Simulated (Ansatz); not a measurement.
# CH4SeTe: the cost of one run

Program: the Python package of Ansatz 0.2.0. Level of theory: B3LYP/def2-SVP. These are calculated values, not measurements.

## (1) Starting point

Bond lengths: Se1–C2 1.922 Å, C2–Te3 2.128 Å, Se1–H4 1.547 Å, C2–H5 1.114 Å, C2–H6 1.115 Å, Te3–H7 1.778 Å. Angles: Se1–C2–Te3 107.8°, Se1–C2–H5 111.6°, Se1–C2–H6 109.5°, Te3–C2–H5 108.4°, Te3–C2–H6 110.4°, H5–C2–H6 109.1°, C2–Se1–H4 88.6°, C2–Te3–H7 90.6°.

No structure file is read: the coordinates are typed or built in the script.

## (2) The script

The input, ch4sete.py:

```python
"""Bending curve of CH4SeTe."""

import ansatz as az
from ase import Atoms

BASIS_SET = "def2-SVP"
XC = "B3LYP"
FORCE_TOL = 0.02


def main() -> None:
    atoms = Atoms(["Se", "C", "Te", "H", "H", "H", "H"], positions=[
        [-1.729, -0.6865, 0.655],
        [-0.0954, 0.2841, 0.3676],
        [1.2475, -0.9983, -0.6717],
        [-1.9476, -0.6987, -0.8762],
        [-0.2632, 1.1944, -0.2528],
        [0.3366, 0.5862, 1.3504],
        [2.5123, 0.2507, -0.6179],
    ])

    # start the scan from a relaxed geometry
    first = (
        az.Crystal.molecule_from_ase(atoms).calculation()
        .basis(gaussian=BASIS_SET)
        .functional(XC)
        .relax(force_tolerance=FORCE_TOL, max_steps=80)
    )
    atoms.positions = first.run().report["positions_ang"]

    rows = []
    for angle in [85, 95, 105, 115, 125, 140, 160]:
        bent = atoms.copy()
        bent.set_angle(1, 2, 6, angle, indices=[6])
        setup = (
            az.Crystal.molecule_from_ase(bent).calculation()
            .basis(gaussian=BASIS_SET)
            .functional(XC)
        )
        rows.append((angle, setup.run().report["free_energy_ev"]))
    floor = min(e for _, e in rows)
    for angle, e in rows:
        print(f"angle C1-Te2-H6 = {angle:3d} deg   {1000 * (e - floor):9.1f} meV")


if __name__ == "__main__":
    main()
```

## (3) What the engine is handed

The engine receives this input (first run):

```yaml
crystal:
  periodic: [false, false, false]
  atoms:
    - { symbol: Se, position_ang: [-1.729, -0.6865, 0.655] }
    - { symbol: C, position_ang: [-0.0954, 0.2841, 0.3676] }
    - { symbol: Te, position_ang: [1.2475, -0.9983, -0.6717] }
    - { symbol: H, position_ang: [-1.9476, -0.6987, -0.8762] }
    - { symbol: H, position_ang: [-0.2632, 1.1944, -0.2528] }
    - { symbol: H, position_ang: [0.3366, 0.5862, 1.3504] }
    - { symbol: H, position_ang: [2.5123, 0.2507, -0.6179] }
basis:
  gaussian:
    orbitals: def2-SVP
hamiltonian:
  xc: b3lyp
relax:
  f_tol: 0.02
  max_steps: 80
```

## (4) Launch

The run is started by

```console
python ch4sete.py
```

Q: Estimate wall time and peak memory on 1 thread of Arm Neoverse V2, shared host.

About 56 s, with a peak of 0.29 GiB.
